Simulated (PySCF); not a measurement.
**C₃H₇BO: geometry, spin-spin couplings**

Aim: predict the spin-spin couplings of C₃H₇BO (`C=CBOC`).

Programs: PySCF 2.14.0, with density-fitted response routines of our own. Each step states its level of theory. These are calculated values for one molecule in the gas phase, unless marked as measured. Atoms are numbered from 0 throughout.

## 1. The starting structure

12 atoms, charge 0, multiplicity 1; geometry from: GFN2-xTB. The atoms were then displaced at random by about 0.01 Å, so the start is not that level's minimum.

Bonds of the start (Å): C0–C1 1.34, C1–B2 1.58, B2–O3 1.28, O3–C4 1.43, C0–H5 1.11, C0–H6 1.06, C1–H7 1.07, B2–H8 1.19, C4–H9 1.08, C4–H10 1.11, C4–H11 1.10.

## 2. Optimising the geometry at PBE0-D3(BJ)/def2-SVP

What the job is given:

```
{"job": {"xc": "PBE0", "basis": "def2-SVP", "d3": "d3bj", "grid": 1, "shake": 0.01, "kind": "geom"}, "charge": 0, "multiplicity": 1}
C      2.613500    -0.053650     0.130200
C      1.378210    -0.581810     0.157160
B      0.026410     0.225540     0.094260
O     -1.048590    -0.476210     0.142790
C     -2.373860     0.062870     0.097220
H      2.716790     1.045500     0.054000
H      3.512530    -0.610290     0.166710
H      1.336720    -1.652140     0.223650
H      0.036850     1.415310     0.044620
H     -2.904110    -0.341160    -0.746660
H     -2.912820    -0.224260     1.025860
H     -2.341930     1.162040     0.042470
```

Started as:

```console
> OMP_NUM_THREADS=1 python probes_run.py task.json out
```

This one command runs all jobs of the session in turn.

**Question.** This job is followed by: B3LYP/6-31G* indirect spin-spin coupling, non-relativistic, gas phase. Predict these results of the whole session: point group; rotational constants (main isotopes); largest coupling of the table (B3LYP/6-31G*).

As calculated:

| quantity | value |
| --- | --- |
| point group | Cs |
| rotational constants (main isotopes) | 29.92, 2.15, 2.03 GHz |
| largest coupling of the table (B3LYP/6-31G*) | 1J(C,H) C0–H5, 166.6 Hz |

**Reading.** Relaxing lowered the energy by 0.215 eV in 6 steps; the close pair that moved most is B2–O3, from 1.285 to 1.348 Å. No frequency check was run at this level, so the end point may be a saddle. Of the pairs tabulated at B3LYP/6-31G*, C0–H5 couples most strongly (166.6 Hz; Fermi contact 166.2 Hz). Couplings across rotatable bonds belong to this one conformer; where others are populated, the observed values are averages. Couplings from bases without tight functions are rough.
